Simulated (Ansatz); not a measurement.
Ta3AsAu2O13:

```
CELL_PARAMETERS angstrom
6.43030 -1.94333 -0.00483
6.43030 1.94333 -0.00483
-2.54785 0.00000 10.68617
ATOMIC_POSITIONS crystal
Ta 0.42174 0.42174 0.35289
Ta 0.60514 0.60514 0.67616
Ta 0.33575 0.33575 0.98865
As 0.62199 0.62199 0.00347
Au 0.71608 0.71608 0.34780
Au 0.30523 0.30523 0.63263
O 0.69967 0.69967 0.15479
O 0.56266 0.56266 0.34673
O 0.27377 0.27377 0.44492
O 0.32994 0.32994 0.81777
O 0.48263 0.48263 0.55126
O 0.75351 0.75351 0.62745
O 0.36278 0.36278 0.18289
O 0.87969 0.87969 0.36594
O 0.57427 0.57427 0.83568
O 0.11671 0.11671 0.67068
O 0.49325 0.49325 0.03078
O 0.16601 0.16601 0.98717
O 0.79918 0.79918 0.98234
```

The cell was built by a generator and needn't be a form met in nature.

Base run:

```yaml
Program: Ansatz 0.2.0
Functional: PBEsol
Potentials_or_basis: Ansatz PAW
Cutoff: "420 eV (not typed: the program's choice for these potentials)"
k_mesh: 7 × 7 × 3
Occupations: fermi-dirac, width 0.05 eV
Spin: no spin polarisation
```

Its results: band gap on the k mesh none (metal or under the smearing width); pressure -5.3 GPa; largest force 0.264 eV/Å.

Q: The run is repeated on the same cell with these changes: functional from PBEsol to PBE. What comes out?

A: Band gap on the k mesh none (metal or under the smearing width); pressure 0.0 GPa; largest force 0.012 eV/Å.

PBE binds less tightly than PBEsol, so the same cell stands under more pressure.

Caveats: spin-orbit coupling is left out, which moves the levels of the heavy elements (some runs); the PAW data sets come from PBE, with cores solved anew for the run's functional, which leaves a small shift of forces and pressure (some runs).
